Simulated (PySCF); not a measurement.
**A gas-phase reaction: AlCuF2O + H3N → AlF2H2N + CuHO**

Aim: the reaction energy of `[F][Al]([F])[O][Cu]` + `N` → `[NH2][Al]([F])[F]` + `[OH][Cu]`.

Computed with PySCF 2.14.0; each step states its level. No surroundings beyond the atoms listed, unless a continuum is named. Atoms count from 0, parts from 1.

## Step 1: The system as given

Each species was relaxed by itself at PBE0-D3(BJ)/def2-SVPD.

## Step 2: Energies of the species: wB97M-D3(BJ)/def2-TZVPD

What the job is given:

```
{"job": {"kind": "react", "xc": "wB97M-D3(BJ)", "basis": "def2-TZVPD"}, "charge": 0, "multiplicity": 1}
-1 AlCuF2O charge 0 multiplicity 1
F      0.327780    -1.562800     0.739780
Al    -0.471350    -0.247720     0.074050
F     -2.120100    -0.462520    -0.067070
O      0.302810     1.152480    -0.405320
Cu     2.044640     1.544370    -0.326890

-1 H3N charge 0 multiplicity 1
N      0.000660    -0.002350     0.284470
H     -0.783640    -0.519560    -0.101850
H     -0.054610     0.942940    -0.083330
H      0.847520    -0.419730    -0.090370

+1 AlF2H2N charge 0 multiplicity 1
N     -0.149370    -0.843210    -0.437380
Al     0.171530     0.690240     0.348980
F      0.045300     0.843060     2.001530
F      0.609740     2.029040    -0.536090
H     -0.419610    -1.687040     0.049040
H     -0.096910    -0.996530    -1.435080

+1 CuHO charge 0 multiplicity 1
O     -0.455760     0.307120    -0.184750
Cu     0.297530    -1.300540     0.018950
H      0.131260     0.998340     0.139000
```

With the program's defaults for keys left out, this is: wB97M-D3(BJ)/def2-TZVPD reaction energy of separated species, gas phase.

Launch:

```
OMP_NUM_THREADS=1 python cluster_run.py task.json out
```

The driver reads the jobs from task.json and runs them one after another.

Output:

```text
species 1 (AlCuF2O)
coarse grid: 29576 points
cycle   1  E = -2157.6126905714  dE =  2.461e-01  |g| = 2.672e+00  |ddm| = 2.419e+00
cycle   2  E = -2156.1601942639  dE =  1.452e+00  |g| = 4.803e+00  |ddm| = 3.187e+00
cycle   3  E = -2158.3101925763  dE = -2.150e+00  |g| = 3.745e-01  |ddm| = 2.302e+00
cycle   4  E = -2158.3150754236  dE = -4.883e-03  |g| = 3.025e-01  |ddm| = 3.553e-01
cycle   5  E = -2158.3302215641  dE = -1.515e-02  |g| = 3.352e-02  |ddm| = 1.763e-01
cycle   6  E = -2158.3306078105  dE = -3.862e-04  |g| = 2.356e-02  |ddm| = 4.350e-02
cycle   7  E = -2158.3308022004  dE = -1.944e-04  |g| = 8.744e-03  |ddm| = 3.178e-02
cycle   8  E = -2158.3308670861  dE = -6.489e-05  |g| = 5.015e-03  |ddm| = 2.303e-02
cycle   9  E = -2158.3308894222  dE = -2.234e-05  |g| = 2.019e-03  |ddm| = 1.569e-02
cycle  10  E = -2158.3308953594  dE = -5.937e-06  |g| = 6.810e-04  |ddm| = 9.186e-03
final grid: 59344 points
cycle  11  E = -2158.3308432673  dE = -7.223e-07  |g| = 6.499e-04  |ddm| = 2.337e-03
cycle  12  E = -2158.3308434491  dE = -1.818e-07  |g| = 1.435e-03  |ddm| = 1.427e-03
cycle  13  E = -2158.3308436217  dE = -1.726e-07  |g| = 3.070e-04  |ddm| = 3.820e-04
cycle  14  E = -2158.3308438245  dE = -2.028e-07  |g| = 1.418e-04  |ddm| = 1.833e-03
cycle  15  E = -2158.3308438469  dE = -2.245e-08  |g| = 5.366e-05  |ddm| = 6.245e-04
cycle  16  E = -2158.3308438492  dE = -2.264e-09  |g| = 1.753e-05  |ddm| = 1.763e-04
cycle  17  E = -2158.3308438495  dE = -3.565e-10  |g| = 8.124e-06  |ddm| = 6.697e-05
converged SCF energy = -2158.3308438495

species 2 (H3N)
coarse grid: 12536 points
cycle   1  E = -56.5694033634  dE = -1.294e-01  |g| = 3.024e-01  |ddm| = 1.089e+00
cycle   2  E = -56.5779578325  dE = -8.554e-03  |g| = 2.716e-01  |ddm| = 2.677e-01
cycle   3  E = -56.5918801152  dE = -1.392e-02  |g| = 2.125e-02  |ddm| = 1.115e-01
cycle   4  E = -56.5919857489  dE = -1.056e-04  |g| = 5.195e-03  |ddm| = 1.729e-02
cycle   5  E = -56.5919968892  dE = -1.114e-05  |g| = 7.323e-04  |ddm| = 8.722e-03
cycle   6  E = -56.5919973044  dE = -4.152e-07  |g| = 1.111e-04  |ddm| = 3.176e-03
final grid: 27112 points
cycle   7  E = -56.5919833575  dE = -1.523e-08  |g| = 6.513e-05  |ddm| = 6.265e-04
cycle   8  E = -56.5919833594  dE = -1.926e-09  |g| = 5.336e-05  |ddm| = 1.997e-04
cycle   9  E = -56.5919833601  dE = -6.725e-10  |g| = 1.185e-05  |ddm| = 4.467e-05
converged SCF energy = -56.5919833601

species 3 (AlF2H2N)
coarse grid: 27016 points
cycle   1  E = -498.3569117266  dE =  3.660e-02  |g| = 8.377e-01  |ddm| = 2.064e+00
cycle   2  E = -498.3441924681  dE =  1.272e-02  |g| = 1.008e+00  |ddm| = 1.004e+00
cycle   3  E = -498.4826741678  dE = -1.385e-01  |g| = 4.788e-02  |ddm| = 4.717e-01
cycle   4  E = -498.4832423342  dE = -5.682e-04  |g| = 3.154e-02  |ddm| = 6.453e-02
cycle   5  E = -498.4834756774  dE = -2.333e-04  |g| = 8.415e-03  |ddm| = 2.272e-02
cycle   6  E = -498.4834983943  dE = -2.272e-05  |g| = 1.487e-03  |ddm| = 8.768e-03
cycle   7  E = -498.4835000358  dE = -1.641e-06  |g| = 3.697e-04  |ddm| = 2.893e-03
final grid: 56840 points
cycle   8  E = -498.4835715359  dE = -2.144e-07  |g| = 2.604e-04  |ddm| = 1.885e-03
cycle   9  E = -498.4835715496  dE = -1.378e-08  |g| = 2.445e-04  |ddm| = 4.121e-04
cycle  10  E = -498.4835715600  dE = -1.036e-08  |g| = 4.213e-05  |ddm| = 1.363e-04
cycle  11  E = -498.4835715614  dE = -1.371e-09  |g| = 1.877e-05  |ddm| = 8.165e-05
cycle  12  E = -498.4835715615  dE = -1.811e-10  |g| = 6.580e-06  |ddm| = 3.384e-05
converged SCF energy = -498.4835715615

species 4 (CuHO)
coarse grid: 15096 points
cycle   1  E = -1715.8969921811  dE =  5.606e-03  |g| = 2.362e+00  |ddm| = 1.402e+00
cycle   2  E = -1714.5826418307  dE =  1.314e+00  |g| = 4.398e+00  |ddm| = 2.182e+00
cycle   3  E = -1716.4032987137  dE = -1.821e+00  |g| = 2.749e-01  |ddm| = 1.548e+00
cycle   4  E = -1716.4021413745  dE =  1.157e-03  |g| = 2.693e-01  |ddm| = 2.212e-01
cycle   5  E = -1716.4130417417  dE = -1.090e-02  |g| = 1.858e-02  |ddm| = 1.154e-01
cycle   6  E = -1716.4132252796  dE = -1.835e-04  |g| = 5.942e-03  |ddm| = 3.021e-02
cycle   7  E = -1716.4132751838  dE = -4.990e-05  |g| = 3.549e-03  |ddm| = 1.894e-02
cycle   8  E = -1716.4132859280  dE = -1.074e-05  |g| = 1.351e-03  |ddm| = 9.245e-03
cycle   9  E = -1716.4132882589  dE = -2.331e-06  |g| = 6.317e-04  |ddm| = 4.668e-03
final grid: 29624 points
cycle  10  E = -1716.4132530458  dE = -3.553e-07  |g| = 9.171e-04  |ddm| = 1.431e-03
cycle  11  E = -1716.4132529740  dE =  7.174e-08  |g| = 2.191e-03  |ddm| = 1.262e-03
cycle  12  E = -1716.4132533295  dE = -3.555e-07  |g| = 2.858e-04  |ddm| = 4.865e-04
cycle  13  E = -1716.4132534849  dE = -1.554e-07  |g| = 8.420e-05  |ddm| = 1.763e-03
cycle  14  E = -1716.4132534892  dE = -4.298e-09  |g| = 2.500e-05  |ddm| = 2.260e-04
cycle  15  E = -1716.4132534898  dE = -5.321e-10  |g| = 7.628e-06  |ddm| = 7.652e-05
converged SCF energy = -1716.4132534898

Reaction energy = 16.232 kcal/mol
```

Wall time 22 s (1 thread of Intel Xeon 6975P-C, shared host); peak memory 0.74 GiB.

Species by species (with the dispersion term, which the log's SCF energies lack):

```
 ν              species  energy (Eh)  HOMO (eV)
-1  [F][Al]([F])[O][Cu]  -2158.33404     -10.17
-1                    N    -56.59358     -10.26
+1    [NH2][Al]([F])[F]   -498.48724     -10.62
+1             [OH][Cu]  -1716.41450      -9.31
```

## Step 3: Energies of the species: PBE0-D3(BJ)/def2-TZVPD

Same as in step 2 but for these lines:

```diff
@@ -1,2 +1,2 @@
-{"job": {"kind": "react", "xc": "wB97M-D3(BJ)", "basis": "def2-TZVPD"}, "charge": 0, "multiplicity": 1}
+{"job": {"kind": "react", "xc": "PBE0", "basis": "def2-TZVPD", "disp": "d3bj"}, "charge": 0, "multiplicity": 1}
 -1 AlCuF2O charge 0 multiplicity 1
```

Level: PBE0-D3(BJ)/def2-TZVPD reaction energy of separated species, gas phase.

Output:

```text
species 1 (AlCuF2O)
coarse grid: 29576 points
cycle   1  E = -2154.6735679725  dE =  2.563e+00  |g| = 5.052e+00  |ddm| = 3.009e+00
cycle   2  E = -2131.4688901612  dE =  2.320e+01  |g| = 1.174e+01  |ddm| = 1.444e+01
cycle   3  E = -2156.3700897335  dE = -2.490e+01  |g| = 3.595e+00  |ddm| = 1.397e+01
cycle   4  E = -2154.4513957588  dE =  1.919e+00  |g| = 3.078e+00  |ddm| = 3.314e+00
cycle   5  E = -2157.3960567622  dE = -2.945e+00  |g| = 1.033e+00  |ddm| = 2.933e+00
cycle   6  E = -2157.5235356153  dE = -1.275e-01  |g| = 5.800e-01  |ddm| = 7.375e-01
cycle   7  E = -2157.5624231726  dE = -3.889e-02  |g| = 2.679e-01  |ddm| = 4.335e-01
cycle   8  E = -2157.5717341492  dE = -9.311e-03  |g| = 1.072e-01  |ddm| = 1.881e-01
cycle   9  E = -2157.5735578809  dE = -1.824e-03  |g| = 2.700e-02  |ddm| = 7.315e-02
cycle  10  E = -2157.5736896615  dE = -1.318e-04  |g| = 1.266e-02  |ddm| = 2.611e-02
cycle  11  E = -2157.5737114627  dE = -2.180e-05  |g| = 5.983e-04  |ddm| = 9.086e-03
cycle  12  E = -2157.5737115520  dE = -8.936e-08  |g| = 2.328e-04  |ddm| = 9.245e-04
final grid: 59344 points
cycle  13  E = -2157.5737060325  dE = -1.336e-07  |g| = 5.564e-04  |ddm| = 9.977e-04
cycle  14  E = -2157.5737058618  dE =  1.707e-07  |g| = 1.530e-03  |ddm| = 6.828e-04
cycle  15  E = -2157.5737060596  dE = -1.977e-07  |g| = 1.059e-04  |ddm| = 4.940e-04
cycle  16  E = -2157.5737060610  dE = -1.450e-09  |g| = 2.515e-05  |ddm| = 6.517e-05
cycle  17  E = -2157.5737060611  dE = -6.503e-11  |g| = 1.533e-05  |ddm| = 2.219e-05
converged SCF energy = -2157.5737060611

species 2 (H3N)
coarse grid: 2928 points
cycle   1  E = -56.4891723083  dE = -9.640e-02  |g| = 3.706e-01  |ddm| = 1.102e+00
cycle   2  E = -56.4627463704  dE =  2.643e-02  |g| = 5.179e-01  |ddm| = 4.445e-01
cycle   3  E = -56.5198442850  dE = -5.710e-02  |g| = 1.578e-02  |ddm| = 2.492e-01
cycle   4  E = -56.5198929435  dE = -4.866e-05  |g| = 3.352e-03  |ddm| = 8.676e-03
cycle   5  E = -56.5198951134  dE = -2.170e-06  |g| = 3.227e-04  |ddm| = 2.233e-03
final grid: 27112 points
cycle   6  E = -56.5150235418  dE = -1.181e-05  |g| = 5.557e-03  |ddm| = 1.598e-02
cycle   7  E = -56.5150181709  dE =  5.371e-06  |g| = 7.609e-03  |ddm| = 6.124e-03
cycle   8  E = -56.5150297035  dE = -1.153e-05  |g| = 1.266e-04  |ddm| = 3.421e-03
cycle   9  E = -56.5150297071  dE = -3.567e-09  |g| = 3.245e-05  |ddm| = 1.050e-04
cycle  10  E = -56.5150297074  dE = -2.734e-10  |g| = 3.592e-06  |ddm| = 2.290e-05
converged SCF energy = -56.5150297074

species 3 (AlF2H2N)
coarse grid: 6104 points
cycle   1  E = -497.8776485858  dE =  1.190e-01  |g| = 9.215e-01  |ddm| = 2.181e+00
cycle   2  E = -497.6664644651  dE =  2.112e-01  |g| = 1.507e+00  |ddm| = 1.311e+00
cycle   3  E = -498.0206336661  dE = -3.542e-01  |g| = 6.075e-02  |ddm| = 7.892e-01
cycle   4  E = -498.0209047579  dE = -2.711e-04  |g| = 4.721e-02  |ddm| = 5.720e-02
cycle   5  E = -498.0213270128  dE = -4.223e-04  |g| = 5.221e-03  |ddm| = 2.594e-02
cycle   6  E = -498.0213324992  dE = -5.486e-06  |g| = 6.710e-04  |ddm| = 4.087e-03
final grid: 56840 points
cycle   7  E = -498.0249560053  dE = -4.335e-05  |g| = 5.530e-03  |ddm| = 2.409e-02
cycle   8  E = -498.0249488759  dE =  7.129e-06  |g| = 8.006e-03  |ddm| = 7.036e-03
cycle   9  E = -498.0249618022  dE = -1.293e-05  |g| = 3.422e-04  |ddm| = 4.474e-03
cycle  10  E = -498.0249618164  dE = -1.416e-08  |g| = 2.374e-04  |ddm| = 2.931e-04
cycle  11  E = -498.0249618243  dE = -7.940e-09  |g| = 3.999e-05  |ddm| = 1.298e-04
cycle  12  E = -498.0249618245  dE = -2.464e-10  |g| = 5.993e-06  |ddm| = 2.351e-05
converged SCF energy = -498.0249618245

species 4 (CuHO)
coarse grid: 15096 points
cycle   1  E = -1714.5447214365  dE =  1.075e+00  |g| = 3.905e+00  |ddm| = 1.776e+00
cycle   2  E = -1707.3008490067  dE =  7.244e+00  |g| = 8.060e+00  |ddm| = 4.368e+00
cycle   3  E = -1715.5173430565  dE = -8.216e+00  |g| = 2.065e+00  |ddm| = 3.919e+00
cycle   4  E = -1715.3807862262  dE =  1.366e-01  |g| = 1.745e+00  |ddm| = 1.836e+00
cycle   5  E = -1716.0357613834  dE = -6.550e-01  |g| = 1.634e-01  |ddm| = 1.201e+00
cycle   6  E = -1716.0387537699  dE = -2.992e-03  |g| = 3.681e-02  |ddm| = 1.028e-01
cycle   7  E = -1716.0390072999  dE = -2.535e-04  |g| = 5.543e-03  |ddm| = 3.120e-02
cycle   8  E = -1716.0390128946  dE = -5.595e-06  |g| = 1.993e-03  |ddm| = 7.369e-03
final grid: 29624 points
cycle   9  E = -1716.0390260801  dE =  1.955e-06  |g| = 4.273e-03  |ddm| = 3.851e-03
cycle  10  E = -1716.0390120572  dE =  1.402e-05  |g| = 9.978e-03  |ddm| = 8.258e-03
cycle  11  E = -1716.0390295508  dE = -1.749e-05  |g| = 9.368e-04  |ddm| = 5.229e-03
cycle  12  E = -1716.0390296249  dE = -7.414e-08  |g| = 1.315e-04  |ddm| = 2.484e-04
cycle  13  E = -1716.0390296355  dE = -1.061e-08  |g| = 1.344e-04  |ddm| = 3.556e-04
cycle  14  E = -1716.0390296384  dE = -2.890e-09  |g| = 1.382e-05  |ddm| = 1.815e-04
cycle  15  E = -1716.0390296385  dE = -2.842e-11  |g| = 1.042e-06  |ddm| = 1.325e-05
converged SCF energy = -1716.0390296385

Reaction energy = 15.661 kcal/mol
```

Run time: 14 s. Hardware: 1 thread of Intel Xeon 6975P-C, shared host; peak memory 0.66 GiB.

Reaction energy at this level: 15.66 kcal/mol.

## Step 4: Side by side

Energies in kcal/mol, with wall time:

```
                    run  reaction  time
wB97M-D3(BJ)/def2-TZVPD     16.23  22 s
 PBE0-D3(BJ)/def2-TZVPD     15.66  14 s
```

## Step 5: Outcome

| quantity | value |
| --- | --- |
| reaction energy (wB97M-D3(BJ)/def2-TZVPD) | 16.23 kcal/mol |
| ΔH, ΔG at 298 K (xTB thermal terms) | +14.6, +13.4 kcal/mol |
| range of the reaction energy over the runs of this table | 15.66 to 16.23 kcal/mol |

What this shows: The reaction is endothermic by 14.6 kcal/mol in the gas phase; dispersion gives -0.08, and xTB itself gave 28.12 for the electronic energy (xTB energies and thermal terms come from the earlier relaxation of each species, not shown). No barrier was sought. xTB and this level differ widely in the electronic energy, so what comes from xTB (the thermal terms above all) is less safe here. The reaction energy runs from 15.66 (PBE0-D3(BJ)/def2-TZVPD) to 16.23 kcal/mol (wB97M-D3(BJ)/def2-TZVPD).
